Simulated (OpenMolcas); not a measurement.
**Fe²⁺ among point charges: CASSCF and CASPT2 levels and susceptibility**

Aim: the splitting of the states of Fe²⁺ in the field of 6 point charges, its lowest levels with spin-orbit coupling and its magnetic susceptibility.

Program: OpenMolcas 26.06. Level of theory: state-averaged CASSCF and CASPT2, spin-orbit coupling by RASSI with atomic mean-field integrals. These are calculated values, not measurements, unless marked.

### Step 1. The system

```
Species                           : Fe²⁺ (iron, Z = 26, 24 electrons)
Basis                             : ANO-RCC-VDZP [5s4p2d1f], 34 functions
Scalar Hamiltonian                : DKH2, point nucleus
Inactive shells                   : 1s 2s 2p 3s 3p
Active space                      : 6 electrons in 5 orbitals (3d)
Some configurations of this space : 3d⁶
Orbitals                          : optimised for each spin and parity, averaged over all roots
```

Outer shells as boxes (Hund's rule):

3d6
```
3d [↑↓][↑ ][↑ ][↑ ][↑ ]
```

The ion sits among 6 point charges of -2.2 e arranged as an octahedron (Oh), 2.1 Å from the ion.

The work runs as a chain of OpenMolcas steps in one folder; each step below is one input file. Labels, J, g values, rates, χT and fits are worked out afterwards by a script from the matrices that RASSI stores. The input lists half of the charges; inversion (Group=XYZ) makes the rest.

### Step 2. GATEWAY and SEWARD: basis and integrals

The input, a.inp:

```
&GATEWAY
Coord
1

Fe 0.0 0.0 0.0
Basis=ANO-RCC-VDZP
Group=XYZ
NoMove
AngMom=0.0 0.0 0.0
AMFI
XField
3 Angstrom 0
2.100000 0.000000 0.000000 -2.200000
0.000000 2.100000 0.000000 -2.200000
0.000000 0.000000 2.100000 -2.200000
&SEWARD
```

Command:

```bash
OMP_NUM_THREADS=1 MOLCAS_MEM=1689 MOLCAS_PROJECT=a pymolcas a.inp > a.log
```

### Step 3. Reference wave functions, quintets of even parity, 5 roots

The input, a.inp:

```
&RASSCF
FileOrb=start.orb
Symmetry=1
Spin=5
nActEl=6 0 0
Inactive=3 6
Ras2=5 0
CIRoot=5 5 1
SDav=5
CIMx=300
Iter=120 100
PrWF=0.3
OrbListing=Nothing
MaxOrb=0
>>> COPY $Project.JobIph JOB001
```

start.orb holds the contracted functions of the basis, ordered by shell, or the orbitals of the step before.

### Step 4. CASSCF: triplets of even parity, 45 roots

The input, a.inp:

```
&RASSCF
FileOrb=start.orb
Symmetry=1
Spin=3
nActEl=6 0 0
Inactive=3 6
Ras2=5 0
CIRoot=45 45 1
SDav=45
CIMx=300
Iter=120 100
PrWF=0.3
OrbListing=Nothing
MaxOrb=0
>>> COPY $Project.JobIph JOB002
```

### Step 5. CASSCF: singlets of even parity, 50 roots

The input, a.inp:

```
&RASSCF
FileOrb=start.orb
Symmetry=1
Spin=1
nActEl=6 0 0
Inactive=3 6
Ras2=5 0
CIRoot=50 50 1
SDav=50
CIMx=300
Iter=120 100
PrWF=0.3
OrbListing=Nothing
MaxOrb=0
>>> COPY $Project.JobIph JOB003
```

### Step 6. RASSI: spin-orbit coupling between the states

The input, a.inp:

```
&RASSI
NrOfJobIphs=3 5 45 50
1 2 3 4 5
1 2 3 4 5 6 7 8 9 10 11 12 13 14 15 16 17 18 19 20 21 22 23 24 25 26 27
28 29 30 31 32 33 34 35 36 37 38 39 40 41 42 43 44 45
1 2 3 4 5 6 7 8 9 10 11 12 13 14 15 16 17 18 19 20 21 22 23 24 25 26 27
28 29 30 31 32 33 34 35 36 37 38 39 40 41 42 43 44 45 46 47 48 49 50
IphNames
JOB001
JOB002
JOB003
EJob
SpinOrbit
DIPRint=1.0
SOCoupling=1000.0
Subsets=2
Property=9
'ANGMOM' 1 'ANGMOM' 2 'ANGMOM' 3 'MLTPL  1' 1 'MLTPL  1' 2 'MLTPL  1' 3
'AMFI' 1 'AMFI' 2 'AMFI' 3
SOProperty=3
'ANGMOM' 1 'ANGMOM' 2 'ANGMOM' 3
```

### Step 7. CASPT2: IPEA 0.25, imaginary shift 0.1 (closed shells correlated: 3s 3p)

The input, a.inp:

```
>>> COPY JOB001 $Project.JobIph
&CASPT2
Multistate=5 1 2 3 4 5
NoMult
Frozen=2 3
IPEA=0.25
Imaginary=0.1
MaxIter=60
WThr=0.0 0.3 0.05
PrWF=0.5
NoMix
>>> COPY JOB002 $Project.JobIph
&CASPT2
Multistate=45 1 2 3 4 5 6 7 8 9 10 11 12 13 14 15 16 17 18 19 20 21 22
23 24 25 26 27 28 29 30 31 32 33 34 35 36 37 38 39 40 41 42 43 44 45
NoMult
Frozen=2 3
IPEA=0.25
Imaginary=0.1
MaxIter=60
WThr=0.0 0.3 0.05
PrWF=0.5
NoMix
>>> COPY JOB003 $Project.JobIph
&CASPT2
Multistate=50 1 2 3 4 5 6 7 8 9 10 11 12 13 14 15 16 17 18 19 20 21 22
23 24 25 26 27 28 29 30 31 32 33 34 35 36 37 38 39 40 41 42 43 44 45 46
47 48 49 50
NoMult
Frozen=2 3
IPEA=0.25
Imaginary=0.1
MaxIter=60
WThr=0.0 0.3 0.05
PrWF=0.5
NoMix
```

(Steps that only read results are left out.)

Q: Predict the outcome of this session. Wanted: spin-free ground state; first state of the same spin within the active space; lowest level; next level.

As calculated:

```
                                            quantity                                                                        value
                                              method  SS-CASPT2, IPEA 0.25, imaginary shift 0.1 (closed shells correlated: 3s 3p)
                              spin-free ground state                                              5T2, 3-fold in its orbital part
first state of the same spin within the active space                                                              5E at 7340 cm⁻¹
                                        lowest level                                                                    3-fold T2
                                          next level                                                                   191.9 cm⁻¹
                                         χT at 300 K                                                               4.13 cm³ K/mol
                           effective moment at 300 K                                                                      5.75 μB
```

Cost by method:

```tsv
method	time of its own steps	time with the reference
A. CASSCF	19 s	19 s
B. SS-CASPT2, IPEA 0.25, imaginary shift 0.1, +3s 3p	5.3 s	25 s
```

Times are of one thread on a shared host.

What this shows: The spin-free ground state (5T2) comes to 100 % from free-ion D terms and keeps the highest spin of the shell. χT at 300 K is 4.13, against 3.01 cm³ K/mol for the spin alone, so orbital moment adds to it. An active space of the d shell alone favours high spin; real ions in strong fields can be low spin. CASPT2 does not keep the components of a term degenerate, and the means are used. The field of point charges can differ much from that of real complexes. With metal d orbitals alone active, the gaps between spin states are rough; where two lie within a few thousand cm-1, their order is open. This is an electrostatic model: the charges have no orbitals.
